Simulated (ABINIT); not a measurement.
TiSi2:

```
CELL_PARAMETERS angstrom
0.00000 4.11752 4.26290
2.38951 0.00000 4.26290
2.38951 4.11752 0.00000
ATOMIC_POSITIONS crystal
Ti 0.75000 0.75000 0.75000
Ti 0.50000 0.50000 0.50000
Si 0.41257 0.08743 0.41257
Si 0.08743 0.41257 0.08743
Si 0.16257 0.83743 0.16257
Si 0.83743 0.16257 0.83743
```

The cell is a database's computed one.

* Program: ABINIT 10.8.3 (patched build)
* Task: relaxation of cell and atoms
* Functional: PBE
* Dispersion: D3
* Potentials or basis: JTH PAW PBE v2.0
* Cutoff: 408 eV
* k mesh: 7 × 7 × 7
* Occupations: fermi-dirac, width 0.05 eV
* Spin: no spin polarisation

At the start: pressure -3.0 GPa; volume 13.98 Å³/atom.

Task: How do energy, volume and symmetry change on relaxing?

Result: Over 6 steps the energy falls by 3.2 meV/atom and the volume is 13.70 Å³/atom (-2.0 %); space group Fddd (No. 70, to 0.05 Å).

The path:
```tsv
step	energy change (eV)	largest force (eV/Å)	pressure (GPa)	volume (Å³)
1	0.0000	0.0008	-2.98	83.88
2	-0.0029	0.0002	-2.72	83.73
3	-0.0184	0.0107	0.22	82.05
4	-0.0186	0.0091	0.13	82.09
5	-0.0190	0.0011	-0.09	82.19
6	-0.0191	0.0035	-0.09	82.17
```

Final structure:
```
CELL_PARAMETERS angstrom
0.00000 4.07202 4.24790
2.37533 0.00000 4.24790
2.37533 4.07202 0.00000
ATOMIC_POSITIONS crystal
Ti 0.75000 0.75000 0.75000
Ti 0.50000 0.50000 0.50000
Si 0.41275 0.08725 0.41275
Si 0.08725 0.41275 0.08725
Si 0.16275 0.83725 0.16275
Si 0.83725 0.16275 0.83725
```

Caveat: the log and the count of SCF iterations are those of the last ABINIT call alone; pairwise dispersion overbinds metals, which lowers pressure and volume.
